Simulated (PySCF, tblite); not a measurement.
# C₅H₁₅AlO₂: geometry, infrared bands, NMR shifts and electronic excitations, part 2 of 2

tblite 0.8.0 and PySCF 2.14.0. Atoms count from 0.

## Step 6: Ultraviolet spectrum: CAM-B3LYP/def2-SVPD

Job settings and geometry (Å):

```
{"job": {"kind": "uv", "xc": "CAM-B3LYP", "basis": "def2-SVPD", "ip": true}, "charge": 0, "multiplicity": 1}
C     -2.245936    -1.029832    -0.443352
C     -1.290922    -0.170369     0.361984
C     -1.963264     0.557031     1.504059
O     -0.705915     0.841094    -0.475074
C      0.343856     0.445208    -1.243571
O      1.558032     0.323776    -0.483604
C      2.027115     1.540652     0.088902
Al     2.284666    -1.404325     0.181247
H     -3.053483    -0.412983    -0.866466
H     -2.694606    -1.803684     0.196628
H     -1.731457    -1.547751    -1.267242
H     -0.480423    -0.801325     0.770864
H     -1.231386     1.148385     2.072656
H     -2.436491    -0.159045     2.191061
H     -2.738246     1.238697     1.120305
H      0.220079    -0.549347    -1.701681
H      0.510009     1.214533    -2.013248
H      1.227188     2.007161     0.679827
H      2.878650     1.293132     0.734323
H      2.356534     2.221594    -0.711267
H      3.847939    -1.197234    -0.110973
H      1.431139    -2.372909    -0.776008
H      1.828387    -1.330423     1.722839
```

With the program's defaults for keys left out, this is: TDDFT CAM-B3LYP/def2-SVPD, vertical, gas phase, core orbitals frozen in the response.

The program printed:

```text
coarse grid: 18528 points
cycle   1  E = -591.7325860562  dE =  6.871e-01  |g| = 7.008e-01  |ddm| = 7.839e+00
cycle   2  E = -591.7216184093  dE =  1.097e-02  |g| = 7.946e-01  |ddm| = 2.133e+00
cycle   3  E = -591.8318922017  dE = -1.103e-01  |g| = 7.339e-02  |ddm| = 1.149e+00
cycle   4  E = -591.8327846481  dE = -8.924e-04  |g| = 3.329e-02  |ddm| = 1.500e-01
cycle   5  E = -591.8330318526  dE = -2.472e-04  |g| = 7.338e-03  |ddm| = 5.984e-02
cycle   6  E = -591.8330405647  dE = -8.712e-06  |g| = 3.511e-03  |ddm| = 1.271e-02
cycle   7  E = -591.8330428562  dE = -2.292e-06  |g| = 3.851e-04  |ddm| = 4.396e-03
final grid: 170928 points
cycle   8  E = -591.9450432053  dE = -5.137e-05  |g| = 4.567e-03  |ddm| = 1.253e-01
cycle   9  E = -591.9450434774  dE = -2.721e-07  |g| = 4.775e-03  |ddm| = 1.884e-02
cycle  10  E = -591.9450479669  dE = -4.489e-06  |g| = 5.304e-04  |ddm| = 6.697e-03
cycle  11  E = -591.9450480160  dE = -4.911e-08  |g| = 2.298e-04  |ddm| = 1.068e-03
cycle  12  E = -591.9450480276  dE = -1.161e-08  |g| = 3.805e-05  |ddm| = 5.096e-04
cycle  13  E = -591.9450480279  dE = -2.665e-10  |g| = 1.786e-05  |ddm| = 8.482e-05
converged SCF energy = -591.9450480279

Static polarisability (au): isotropic 103.413, principal 95.635 99.935 114.671

Singlet excitations
state   eV       nm        f      main configurations
  1   6.6117    187.5   0.00517   H->L+1 0.75, H->L 0.11, H->L+4 0.08
  2   6.8457    181.1   0.00999   H-1->L+1 0.75, H-1->L 0.10
  3   7.2531    170.9   0.09332   H->L 0.72, H->L+1 0.16
  4   7.4603    166.2   0.09265   H-1->L 0.66, H-1->L+1 0.16
  5   7.6311    162.5   0.01540   H->L+5 0.22, H->L+7 0.12, H-1->L+6 0.12
  6   8.0970    153.1   0.07193   H->L+5 0.28, H->L+2 0.23, H->L+3 0.18
  7   8.2019    151.2   0.06097   H->L+4 0.33, H->L+3 0.23, H-2->L 0.10
  8   8.2318    150.6   0.15041   H-1->L+5 0.19, H->L+6 0.15, H->L+2 0.12
  9   8.2998    149.4   0.05681   H->L+3 0.29, H-2->L 0.23, H-1->L+5 0.10
 10   8.3788    148.0   0.05435   H-1->L+6 0.23, H-1->L+5 0.16, H-1->L+4 0.15

Triplet excitations (Tamm-Dancoff, eV): 6.1508 6.3381 7.0411 7.1818
Vertical ionisation energy (delta-SCF) = 9.6608 eV
```

Run time: 6.3 min. Hardware: 1 thread of Arm Neoverse V1, shared host; peak memory 1.7 GiB.

The orbitals next to the gap, with their largest atomic shares:

| orbital | eV | atoms |
| --- | --- | --- |
| HOMO−3 | -10.91 | O3 30 %, C1 18 %, H11 10 % |
| HOMO−2 | -10.16 | O3 50 %, C0 12 %, C1 11 % |
| HOMO−1 | -8.95 | Al7 36 %, H21 35 %, H20 13 % |
| HOMO | -8.72 | Al7 35 %, H22 30 %, H20 23 % |
| LUMO | 0.88 | Al7 25 %, C6 11 %, H19 6 % |
| LUMO+1 | 1.25 | Al7 52 %, H22 8 %, H20 8 % |
| LUMO+2 | 1.56 | C0 14 %, C2 13 %, Al7 10 % |

With each of the 10 states as a Gaussian band of 0.4 eV half-width at 1/e, the curve within the window shown has maxima at 168 nm (ε 7,800), 151 nm (ε 15,000) L/(mol cm). Beyond the last state computed it falls off for lack of states. The curve at chosen wavelengths:

nm, ε (L/mol/cm) and a bar:
```
      143       4886 #########
      146      10156 ####################
      148      13423 ##########################
      151      15471 ##############################
      153      14511 ############################
      156      11145 ######################
      158       9005 #################
      161       7351 ##############
      163       7247 ##############
      166       7661 ###############
      168       7755 ###############
      171       7152 ##############
      173       6293 ############
      176       4688 #########
      178       3640 #######
      181       2350 #####
      183       1719 ###
      186       1071 ##
      188        786 #
      191        498 #
      193        365 #
      196        224 
      198        158 
      201         89 
      203         59 
      206         30
```

Further results of this job:

| property | computed |
| --- | --- |
| dipole moment (D) | 4.01 |
| polarisability (Å³) | 15.32 |
| HOMO–LUMO gap (eV) | 9.60 |
| −ε(HOMO) (eV) | 8.72 |

## Step 7: Nuclear shieldings: CAM-B3LYP/pcSseg-1

The job, as its differences from that of step 6:

```diff
@@ -1,2 +1,2 @@
-{"job": {"kind": "uv", "xc": "CAM-B3LYP", "basis": "def2-SVPD", "ip": true}, "charge": 0, "multiplicity": 1}
+{"job": {"kind": "nmr", "xc": "CAM-B3LYP", "basis": "pcSseg-1", "pop": false}, "charge": 0, "multiplicity": 1}
 C     -2.245936    -1.029832    -0.443352
```

Level: GIAO CAM-B3LYP/pcSseg-1 NMR shielding, non-relativistic, gas phase.

The program printed:

```text
coarse grid: 18528 points
cycle   1  E = -592.0297251508  dE =  7.462e-01  |g| = 7.374e-01  |ddm| = 3.870e+00
cycle   2  E = -592.0169938762  dE =  1.273e-02  |g| = 8.370e-01  |ddm| = 8.824e-01
cycle   3  E = -592.1319638090  dE = -1.150e-01  |g| = 7.173e-02  |ddm| = 4.852e-01
cycle   4  E = -592.1327608514  dE = -7.970e-04  |g| = 3.175e-02  |ddm| = 6.602e-02
cycle   5  E = -592.1329750166  dE = -2.142e-04  |g| = 7.238e-03  |ddm| = 2.752e-02
cycle   6  E = -592.1329834303  dE = -8.414e-06  |g| = 3.234e-03  |ddm| = 5.927e-03
cycle   7  E = -592.1329852116  dE = -1.781e-06  |g| = 4.848e-04  |ddm| = 2.214e-03
final grid: 170928 points
cycle   8  E = -592.2164486379  dE = -3.823e-05  |g| = 5.551e-03  |ddm| = 1.693e-02
cycle   9  E = -592.2164484152  dE =  2.228e-07  |g| = 5.960e-03  |ddm| = 6.632e-03
cycle  10  E = -592.2164549440  dE = -6.529e-06  |g| = 6.202e-04  |ddm| = 3.203e-03
cycle  11  E = -592.2164550120  dE = -6.799e-08  |g| = 1.798e-04  |ddm| = 5.206e-04
cycle  12  E = -592.2164550187  dE = -6.710e-09  |g| = 4.552e-05  |ddm| = 1.763e-04
cycle  13  E = -592.2164550191  dE = -3.529e-10  |g| = 1.621e-05  |ddm| = 3.711e-05
converged SCF energy = -592.2164550191

GIAO shielding tensors (ppm)
atom      isotropic    diamagn.    paramagn.     s11        s22        s33       span
  0 C      162.276     246.885     -84.609    143.524    158.712    184.592     41.068
  1 C      112.160     245.649    -133.489     79.098     99.421    157.960     78.862
  2 C      158.112     246.597     -88.485    140.183    151.503    182.650     42.467
  3 O      239.111     402.351    -163.240    198.204    238.473    280.655     82.451
  4 C       85.643     244.961    -159.318     57.490     85.551    113.889     56.398
  5 O      286.552     404.203    -117.651    230.921    284.117    344.617    113.696
  6 C      127.372     244.725    -117.353     92.237    109.482    180.396     88.159
  7 Al     399.688     795.396    -395.707    372.691    395.800    430.574     57.883
  8 H       30.434      29.606       0.828     27.068     28.186     36.048      8.980
  9 H       30.404      29.328       1.076     26.469     27.769     36.973     10.505
 10 H       29.656      31.243      -1.587     24.813     29.252     34.903     10.090
 11 H       27.308      35.632      -8.324     23.515     27.776     30.634      7.120
 12 H       29.899      31.235      -1.336     25.371     28.883     35.442     10.072
 13 H       30.291      29.204       1.086     26.340     27.791     36.741     10.401
 14 H       30.083      29.737       0.345     27.007     27.993     35.248      8.240
 15 H       25.989      32.819      -6.830     21.719     27.453     28.796      7.077
 16 H       26.930      31.121      -4.191     21.623     27.162     32.003     10.380
 17 H       27.382      31.573      -4.192     22.289     27.469     32.387     10.098
 18 H       27.440      29.250      -1.810     23.124     26.074     33.123      9.998
 19 H       28.256      28.702      -0.446     24.264     25.335     35.168     10.904
 20 H       27.149      29.712      -2.563     23.760     25.799     31.888      8.129
 21 H       27.330      31.165      -3.835     24.105     27.311     30.575      6.469
 22 H       27.187      31.295      -4.108     24.238     26.886     30.437      6.200
```

It took 55 s on 1 thread of Arm Neoverse V1, shared host; peak memory 1.3 GiB.

Key values: δ C4 96.8, C1 70.3, C6 55.1, C0 22.3, H15 4.87, H20 4.11 ppm (means over like atoms).

## Step 8: Run by run: NMR shifts

Shifts (ppm) of some atoms, chosen among heavy atoms and hydrogens apart, means over like atoms, with basis size and wall time:

| run | C4 | C1 | C0 | H20 | H11 | O3 | O5 | functions | time |
| --- | --- | --- | --- | --- | --- | --- | --- | --- | --- |
| PBE0/pcSseg-1 | 95.9 | 69.8 | 21.9 | 4.25 | 4.09 | 98.8 | 49.9 | 218 | 39 s |
| CAM-B3LYP/pcSseg-1 | 96.8 | 70.3 | 22.3 | 4.11 | 4.02 | 99.4 | 52.0 | 218 | 55 s |

## Step 9: What came out

This closing draws on all 2 parts.

| quantity | value |
| --- | --- |
| strongest single infrared mode (GFN2-xTB) | 793 cm⁻¹, 744 km/mol |
| zero-point energy (GFN2-xTB) | 116.5 kcal/mol |
| point group | C1 |
| rotational constants (main isotopes) | 2.27, 0.99, 0.88 GHz |
| 13C shifts against TMS (PBE0/pcSseg-1, means over atoms taken as alike) | 95.9, 69.8, 54.8, 21.9 ppm |
| 1H shifts against TMS (PBE0/pcSseg-1, means over atoms taken as alike) | 4.87, 4.25, 4.09, 3.59, 1.18 ppm |
| 17O shifts against H2O (PBE0/pcSseg-1) | 98.8, 49.9 ppm |
| 27Al shifts against AlH4- (PBE0/pcSseg-1) | 86.4 ppm |
| lowest singlet (CAM-B3LYP/def2-SVPD) | 6.61 eV (188 nm), f = 0.005 |
| brightest single state of those computed | state 8, 8.23 eV, f = 0.150 |
| lowest triplet | 6.15 eV |
| vertical ionisation energy (ΔSCF) | 9.66 eV |
| range of the shift of O5 | 49.9 to 52.0 ppm |

The optimisation took 158 steps and gained 1.566 eV; among the close pairs (by a distance rule), C1–O3 changed most, from 1.381 to 1.441 Å (GFN2-xTB). All 63 modes are real, so the xTB geometry is a minimum. The strongest single mode, at 793 cm⁻¹, has its largest shares on H21, H22 and H20 (the list is cut at 3 atoms). Unscaled tight-binding wavenumbers are off by several per cent, some by more. Its intensities can rank the bands wrongly. The optimisation took 6 steps and gained 0.268 eV; among the close pairs (by a distance rule), O5–Al7 changed most, from 1.892 to 1.989 Å (PBE0/def2-SVP). H15, H16 (mean) (hydrogen on an sp3 CH2 bonded to 2 O) lies farthest downfield among hydrogen, at 4.87 ppm; its carbon carries O, an electronegative neighbour. At PBE0/pcSseg-1: The largest span, 112 ppm, is at O5, where the paramagnetic term is -119 ppm. The lowest singlet, at 6.61 eV, is HOMO→LUMO+1 0.75, HOMO→LUMO 0.11 and is weak; of the 10 states computed, the strongest absorption comes from states 7 to 8 together at 8.23 eV. The lowest triplet lies 0.46 eV below the lowest singlet (triplets in Tamm-Dancoff, singlets in full TDDFT). The orbital energy would give 8.72 eV for ionisation, ΔSCF gives 9.66 eV. Across the 2 runs the shift of O5 moves most, between 49.9 (PBE0/pcSseg-1) and 52.0 ppm (CAM-B3LYP/pcSseg-1).
